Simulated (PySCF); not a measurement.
# C₆H₇F: spin-spin couplings

Aim: predict the spin-spin couplings of C₆H₇F (`FC1=CCCC=C1`).

The runs use PySCF 2.14.0, with density-fitted response routines of our own; the level of theory stands in each step. All values are computed, except where a source is named. Atoms count from 0, in the outputs and in this text.

### 1 The molecule as given

14 atoms, charge 0, multiplicity 1; geometry from: GFN2-xTB.

Bonds of the start (Å): F0–C1 1.35, C1–C2 1.33, C2–C3 1.50, C3–C4 1.53, C4–C5 1.50, C5–C6 1.33, C6–C1 1.45, C2–H7 1.08, C3–H8 1.09, C3–H9 1.10, C4–H10 1.10, C4–H11 1.09, C5–H12 1.08, C6–H13 1.08.

### 2 J couplings: B3LYP/pcJ-1

What the job is given:

```
{"job": {"kind": "j", "xc": "B3LYP", "basis": "pcJ-1"}, "charge": 0, "multiplicity": 1}
F      2.816062     0.300453    -0.420642
C      1.476922     0.147760    -0.289910
C      0.648900     1.163264    -0.514724
C     -0.831175     0.939454    -0.419010
C     -1.172983    -0.160948     0.588000
C     -0.247166    -1.335586     0.469274
C      1.016395    -1.173893     0.084567
H      1.013863     2.126459    -0.832374
H     -1.332824     1.866824    -0.139804
H     -1.198938     0.658111    -1.413674
H     -1.083583     0.231720     1.608462
H     -2.208065    -0.476925     0.453395
H     -0.623812    -2.302452     0.767021
H      1.725724    -1.984714     0.037253
```

Method: B3LYP/pcJ-1 indirect spin-spin coupling, non-relativistic, gas phase.

On the command line:

```console
$ OMP_NUM_THREADS=1 python probes_run.py task.json out
```

One launch serves the whole session: the jobs run in the order shown.

Predict these results of the whole session: largest coupling of the table (B3LYP/pcJ-1).

As calculated:

```
                                   quantity                     value
largest coupling of the table (B3LYP/pcJ-1)  1J(F,C) F0–C1, -315.6 Hz
```

Of the pairs tabulated at B3LYP/pcJ-1, F0–C1 couples most strongly (-315.6 Hz; Fermi contact -315.1 Hz). Couplings across rotatable bonds belong to this one conformer; where others are populated, the observed values are averages.
